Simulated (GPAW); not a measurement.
Crystal: NbSi.

```
Nb Si
1.0
     0.00000    2.57383    2.57383
     2.57383    0.00000    2.57383
     2.57383    2.57383    0.00000
Nb Si
1 1
Direct
  0.00000 0.00000 0.00000
  0.50000 0.50000 0.50000
```

The cell was built by a generator and needn't be a form met in nature.

Base run:

* Program: GPAW 26.7.0
* Functional: r2SCAN
* Potentials or basis: GPAW PAW data sets (gpaw-data 1.2.1)
* Cutoff: 600 eV
* Basis: pw
* k mesh: 9 × 9 × 9
* Occupations: fermi-dirac, width 0.05 eV
* Spin: no spin polarisation
* Hubbard terms: Nb d U = 6 eV

Its results: pressure 8.1 GPa.

Question: After a change of settings the same cell gave: pressure 1.8 GPa. Which change was it?
A. hubbard terms from Nb d U = 6 eV to none
B. hubbard terms from Nb d U = 6 eV to Nb d U = 5 eV
C. hubbard terms from Nb d U = 6 eV to Nb d U = 3 eV

Answer: C.

Caveats: the PAW data sets were made with another functional, which shifts forces and pressure a little; U without spin polarisation on a metal has little footing; the U is typed as a test and isn't derived for this compound.
